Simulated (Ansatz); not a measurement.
# C₂H₈CuNS: one species, many methods

The task here is to estimate one member of a computed series from the others.

Method: functionals in def2-TZVPP, the program's frozen cores in correlated methods; program: Ansatz 0.2.0, Gaussian basis.

Levels to be run: LDA (SPW92), PBE-D4, revPBE-D4, BLYP-D4, r2SCAN-D4, B97M-V, PBE0-D4, B3LYP-D4, r2SCANh-D4, r2SCAN0-D4, HSE06-D4, BHLYP-D4, CAM-B3LYP-D4, LC-ωPBE, ωB97X-V, ωB97M-V, B2PLYP, PBE-QIDH; CCSD(T)/def2-SVP; CCSD(T)/def2-TZVPP; MP2/def2-QZVPP; extrapolation to the limit; RPA on PBE.

### The relaxed structure

The geometry comes from an earlier relaxation with PBE0-D4 in a triple-zeta def2 set; it is a stationary point, not always the lowest conformer.

13 atoms, charge 0, spin multiplicity 1.

Atoms are counted from 1 here; the program's logs count them from 0.

Bond lengths: C1–S2 1.801 Å, C1–H6 1.089 Å, C1–H7 1.089 Å, C1–H8 1.091 Å, S2–C3 1.800 Å, S2–Cu4 2.165 Å, C3–H9 1.089 Å, C3–H10 1.089 Å, C3–H11 1.091 Å, Cu4–N5 1.822 Å, N5–H12 1.014 Å, N5–H13 1.014 Å. Angles: S2–C1–H6 111.0°, S2–C1–H7 106.9°, S2–C1–H8 109.6°, H6–C1–H7 109.3°, H6–C1–H8 110.5°, H7–C1–H8 109.4°, C1–S2–C3 100.2°, C1–S2–Cu4 106.9°, C3–S2–Cu4 106.7°, S2–C3–H9 111.0°, S2–C3–H10 107.0°, S2–C3–H11 109.5°, H9–C3–H10 109.3°, H9–C3–H11 110.5°, H10–C3–H11 109.4°, S2–Cu4–N5 175.4°, Cu4–N5–H12 114.7°, Cu4–N5–H13 114.0° and more.

Set-up of the first run:

in.yaml

```yaml
crystal:
  periodic: [false, false, false]
  atoms:
    - {symbol: C, position_ang: [-1.249373, -1.487075, -0.204062]}
    - {symbol: S, position_ang: [0.128433, -0.557093, -0.896445]}
    - {symbol: C, position_ang: [1.481573, -1.200391, 0.100636]}
    - {symbol: Cu, position_ang: [-0.149258, 1.508385, -0.311484]}
    - {symbol: N, position_ang: [-0.525431, 3.229560, 0.154316]}
    - {symbol: H, position_ang: [-1.345471, -1.303338, 0.865307]}
    - {symbol: H, position_ang: [-2.150311, -1.143072, -0.710552]}
    - {symbol: H, position_ang: [-1.107516, -2.550975, -0.398283]}
    - {symbol: H, position_ang: [1.301535, -1.027471, 1.160967]}
    - {symbol: H, position_ang: [2.381699, -0.667768, -0.203488]}
    - {symbol: H, position_ang: [1.605977, -2.265849, -0.097124]}
    - {symbol: H, position_ang: [-0.167707, 3.510463, 1.060539]}
    - {symbol: H, position_ang: [-0.183750, 3.919723, -0.505528]}
basis:
  gaussian: {orbitals: def2-TZVPP}
hamiltonian: {xc: lda}
output: {orbitals: {seedname: orbitals}}
```

Launch:

```console
ansatz run in.yaml --threads 8 --pin off --events-out ev --progress --plain --max-ram 18278MiB
```

Steps of the session up to this table: LDA; PBE-D4 (GGA); revPBE-D4 (GGA); BLYP-D4 (GGA); r2SCAN-D4 (meta-GGA); B97M-V (meta-GGA); PBE0-D4 (hybrid); B3LYP-D4 (hybrid); r2SCANh-D4 (hybrid); r2SCAN0-D4 (hybrid); HSE06-D4 (hybrid); BHLYP-D4 (hybrid); CAM-B3LYP-D4 (range-separated); LC-ωPBE (range-separated); ωB97X-V (range-separated); ωB97M-V (range-separated); B2PLYP (double hybrid); PBE-QIDH (double hybrid).

One of the session's tables, all rows but one given; the rest of the session is left out.

It belongs to the step «Frontier levels by functional». 

| functional | HOMO (eV) | gap (eV) |
| --- | --- | --- |
| LDA (SPW92) | -4.16 | 2.96 |
| PBE-D4 | -3.95 | 2.94 |
| revPBE-D4 | -3.86 | 2.93 |
| BLYP-D4 | -3.83 | 2.92 |
| r2SCAN-D4 | -4.10 | 3.33 |
| B97M-V | -4.09 | 3.23 |
| PBE0-D4 | -5.06 | 4.93 |
| B3LYP-D4 | -4.87 | 4.50 |
| r2SCANh-D4 | -4.53 | 4.08 |
| r2SCAN0-D4 | -5.20 | 5.23 |
| HSE06-D4 | -4.65 | 4.15 |
| BHLYP-D4 | ? | ? |
| CAM-B3LYP-D4 | -6.44 | 7.30 |
| LC-ωPBE | -7.78 | 9.80 |
| ωB97X-V | -7.43 | 9.27 |
| ωB97M-V | -7.39 | 8.81 |

Q: Estimate the row for BHLYP-D4 from the others.

Worked estimate for «HOMO (eV)». Against the share of exact exchange, BLYP-D4 (0, -3.83), B3LYP-D4 (0.2, -4.87) give a slope of -5.20 per unit share; at 0.5 the line stands at -6.43.

The run gave: HOMO (eV): -6.15; gap (eV): 6.86. In «HOMO (eV)» the line misses by -0.28.
